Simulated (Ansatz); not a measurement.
# GaO (charge +1): a test of scalar relativity

Computed with Ansatz's Python interface.

The script reads `gao.xyz`:
```text
2

Ga    0.00000    0.00000    0.00000
O     0.00000    0.00000    1.90500
```

At the Python prompt:
```pycon
>>> import ansatz as az
>>> import numpy as np
>>> molecule = az.Crystal.molecule_from_extxyz("gao.xyz")
>>> setup = molecule.calculation().functional("hf").charge(1).spin("collinear", total=2).forces()
>>> # a set contracted for a scalar-relativistic Hamiltonian goes with the relativistic run
>>> sets = {"none": "cc-pVTZ", "scalar": "cc-pVTZ-DK"}
>>> found = {kind: setup.basis(gaussian=basis).pseudopotentials(relativity=kind).run(threads=1, pin="off").report for kind, basis in sets.items()}
>>> for kind, each in found.items():
...     dipole = 4.803205 * np.linalg.norm(each["charge_distribution"]["dipole_moment_e_ang"])
...     print(f"{kind:7s} E = {each['free_energy_ev']:.4f} eV  dipole {dipole:.3f} D  largest force component {np.abs(each['forces_ev_ang']).max():.4f} eV/A")
...
none    E = -54364.1177 eV  dipole 2.058 D  largest force component 1.0224 eV/A
scalar  E = -54880.4271 eV  dipole 1.773 D  largest force component 1.4243 eV/A
>>> print(f"relativity lowers the total energy by {found['none']['free_energy_ev'] - found['scalar']['free_energy_ev']:.3f} eV")
relativity lowers the total energy by 516.309 eV
```

Total energies depend on the basis set; only differences at equal settings carry meaning. The geometry is a force-field or estimated start, not a minimum of this method. The basis set changes with the Hamiltonian (a set recontracted for scalar relativity), and most of the change in the total lies in the cores. The run takes the species as open-shell (spin multiplicity 3), which needn't be its ground state. An ion's dipole depends on the origin; the program takes it about the centre of nuclear charge. The spin state was assumed, and another may lie lower. Wall time of the script: 8 s on 1 thread of Arm Neoverse V1, on a shared host, peak memory 0.19 GiB.
